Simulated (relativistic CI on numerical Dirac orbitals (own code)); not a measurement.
# Rb XIV (Rb¹³⁺): levels and lines

What are the lowest levels and the strongest lines of Rb¹³⁺? One CI run answers it; runs with one setting changed show what the result hangs on.

The numbers are computed with relativistic CI on numerical Dirac orbitals (own code) version 2 (Dirac-Coulomb-Breit CI, KLI orbitals optimised for each configuration, model QED (radiative potential, 1s self-energy scaled to tabulated hydrogen-like ionisation energies)), except any that are marked as measured or tabulated.

## Step 1: Starting point

```
ion                       : Rb¹³⁺ (Rb XIV)
nuclear charge            : 37
electrons                 : 24
isotope                   : A = 85
first configuration typed : [Ar] 3d6
```

The outer shells:

first configuration typed
```
[Ar] core
3d [↑↓][↑ ][↑ ][↑ ][↑ ]
```

## Step 2: CI with the chosen configurations

Settings, as recorded:

```ini
atom Rb  Z=37  charge=13  electrons=24
nucleus A=85  rms_radius_fm=4.2036
hamiltonian dirac-coulomb  breit=on  qed=on  c_scale=1
orbitals kli  potential=per-configuration
slater_scale 1
correlation none
mixing on
configurations
  [Ar] 3d6
  [Ne] 3s2 3p5 3d7
  [Ne] 3s2 3p4 3d8
  [Ne] 3s 3p6 3d7
  [Ar] 3d5 4s
  [Ne] 3p6 3d8
  [Ar] 3d5 4p
  [Ne] 3s 3p5 3d8
  [Ar] 3d5 4d
  [Ar] 3d4 4s2
  [Ar] 3d5 4f
  [Ar] 3d4 4s 4p
  [Ar] 3d5 5s
  [Ar] 3d4 4p2
  [Ar] 3d5 5p
  [Ar] 3d5 5d
end
```

## Step 3: Slater integrals scaled by 0.9

Settings: those of step 2 with these lines changed.

```diff
@@ -4,3 +4,3 @@
 orbitals kli  potential=per-configuration
-slater_scale 1
+slater_scale 0.9
 correlation none
```

## Step 4: Without QED terms

Settings: those of step 3 with these lines changed.

```diff
@@ -2,5 +2,5 @@
 nucleus A=85  rms_radius_fm=4.2036
-hamiltonian dirac-coulomb  breit=on  qed=on  c_scale=1
+hamiltonian dirac-coulomb  breit=on  qed=off  c_scale=1
 orbitals kli  potential=per-configuration
-slater_scale 0.9
+slater_scale 1
 correlation none
```

## Step 5: Non-relativistic limit (c × 1000)

Settings: those of step 4 with these lines changed.

```diff
@@ -2,3 +2,3 @@
 nucleus A=85  rms_radius_fm=4.2036
-hamiltonian dirac-coulomb  breit=on  qed=off  c_scale=1
+hamiltonian dirac-coulomb  breit=off  qed=off  c_scale=1000
 orbitals kli  potential=per-configuration
```

(Steps that only read results are left out.)

**Question.** What will these runs give? Wanted: lowest level; first excitation; lowest level of the other parity; fastest E1 line; ionisation energy.

As calculated:

| run | time | mean size of shift, levels followed (cm⁻¹) | lowest level | ionisation energy (eV) |
| --- | --- | --- | --- | --- |
| main run | 1.8 s | 0 | 3d6 5D4 | 442.81 |
| Slater integrals scaled by 0.9 | 1.8 s | 3582 | 3d6 5D4 | 443.55 |
| without QED terms | 1.3 s | 26.5 | 3d6 5D4 | 442.78 |
| non-relativistic limit (c × 1000) | 1.2 s | 8231 | 3d6 5D4 | - |

The tabulated theoretical ionisation energy (NIST) is 443 eV.

| quantity | value |
| --- | --- |
| lowest level | 3d6 5D4 |
| first excitation | 3d6 5D3, 6923.7 cm⁻¹ |
| lowest level of the other parity | 3p5 3d7 5G°6, 917868 cm⁻¹ |
| levels in the model | 2886 |
| fastest E1 line (by rate) to the lowest level among the lowest 200 of 2886 levels | 9.189 nm, from 3p5 3d7 5D°4 (ii) |
| ionisation energy | 442.81 eV |
| ionisation energy, tabulated theoretical (NIST) | 443 eV |

In words: 3d6 5D4 comes out lowest; its LS label holds 97 % and its jj label 47 %; over the low levels the means are 84 and 62 %, so LS coupling describes them better. The ionisation energy agrees with the tabulated theoretical value within its uncertainty of 3 eV. The largest mover is «non-relativistic limit (c × 1000)» (8231 cm⁻¹ on average). Lifetimes count radiative decay inside the model alone.
